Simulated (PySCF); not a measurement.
# Solver options tried on SbSe

Aim: find out which solver settings change the answer for SbSe.

Method: each script names its method and basis; program: PySCF 2.14.0.

9 further runs of the same task are left out: 2 for a known fault of the program, 7 that didn't finish.

## Step 1: Starting geometry

SbSe: 2 atoms, charge 0, spin multiplicity 2.

Bond lengths: Sb1–Se2 2.604 Å.

## Step 2: Base script

input.py

```python
from pyscf import gto, scf, mp

mol = gto.M(
    atom='Sb 0 0 0; Se 0 0 2.604',
    basis='def2-svp',
    ecp={'Sb': 'def2-svp'},
    charge=0,
    spin=1,
    verbose=4,
)
mf = scf.UHF(mol)
mf.kernel()
mp.MP2(mf).kernel()
mf.dip_moment()
print('orbital energies (hartree):', [e[max(0, n-3):n+3].round(4) for e, n in zip(mf.mo_energy, mol.nelec)])
```

Run with:

```console
> OMP_NUM_THREADS=1 python input.py
```

The log of this run is left out.

It gives: E(SCF) = -2638.794524 Eh, E(MP2) − E(SCF) = -0.38811 Eh, ⟨S²⟩ = 0.767, μ = 3.74 D (of the SCF density).

The bond length is a typed value, not an optimised one.

## Step 3: Level shift 0.1 hartree

Run 1 changes level shift: none → 0.1 hartree.

input.py

```python
from pyscf import gto, scf, mp

mol = gto.M(
    atom='Sb 0 0 0; Se 0 0 2.604',
    basis='def2-svp',
    ecp={'Sb': 'def2-svp'},
    charge=0,
    spin=1,
    verbose=4,
)
mf = scf.UHF(mol)
mf.level_shift = 0.1
mf.kernel()
mp.MP2(mf).kernel()
mf.dip_moment()
print('orbital energies (hartree):', [e[max(0, n-3):n+3].round(4) for e, n in zip(mf.mo_energy, mol.nelec)])
```

Run with:

```console
> OMP_NUM_THREADS=1 python input.py
```

## Step 4: Second-order solver on

Run 2 changes second-order solver: off → on.

Changes to input.py since step 2:

```diff
@@ -11,2 +11,3 @@
 mf = scf.UHF(mol)
+mf = mf.newton()
 mf.kernel()
```

## Step 5: Smearing width 0.005 hartree

Run 3 changes smearing width: none → 0.005 hartree; step after the SCF: mp2 → none.

Changes to input.py since step 2:

```diff
@@ -1,2 +1,2 @@
-from pyscf import gto, scf, mp
+from pyscf import gto, scf
 
@@ -11,4 +11,4 @@
 mf = scf.UHF(mol)
+mf = scf.addons.smearing_(mf, sigma=0.005, method='fermi')
 mf.kernel()
-mp.MP2(mf).kernel()
 mf.dip_moment()
```

Before running it: what results should come out? Wanted: for each run, E(SCF); from base; gap, α spin; SCF dipole; after the SCF.

**Answer**, as computed:

```
                         run  E(SCF) (hartree)  from base (eV)   cycles  gap, α spin (eV)  SCF dipole (D)               after the SCF
                        base      -2638.794524               0       24              6.75            3.74  MP2 correlation -10.561 eV
     level shift 0.1 hartree      -2638.794524          0.0000       28              6.75            3.74  MP2 correlation -10.561 eV
      second-order solver on      -2638.818809         -0.6608  7 macro              8.15            1.93   MP2 correlation -9.230 eV
smearing width 0.005 hartree      -2638.690488  not comparable       15               n/a            3.34                         n/a
```

Distance from each run's final energy (log10 hartree) by cycle:

```
                         run  cycle 1  cycle 2  cycle 3  cycle 5  cycle 8  cycle 12
                        base      0.3      0.5     -1.3     -2.1     -2.7      -2.8
     level shift 0.1 hartree      0.3      0.1     -1.0     -2.6     -3.3      -3.4
      second-order solver on     -0.4     -1.3     -2.1     -3.4     done      done
smearing width 0.005 hartree      0.3      0.5     -1.7     -3.3     -5.9      -8.2
```

What this shows: No change of the SCF energy comes from level shift 0.1 hartree. With second-order solver on the SCF ends in another solution, 0.66 eV lower: the path to self-consistency decides the state here. The base needs 24 cycles and the run with level shift 0.1 hartree needs 28.
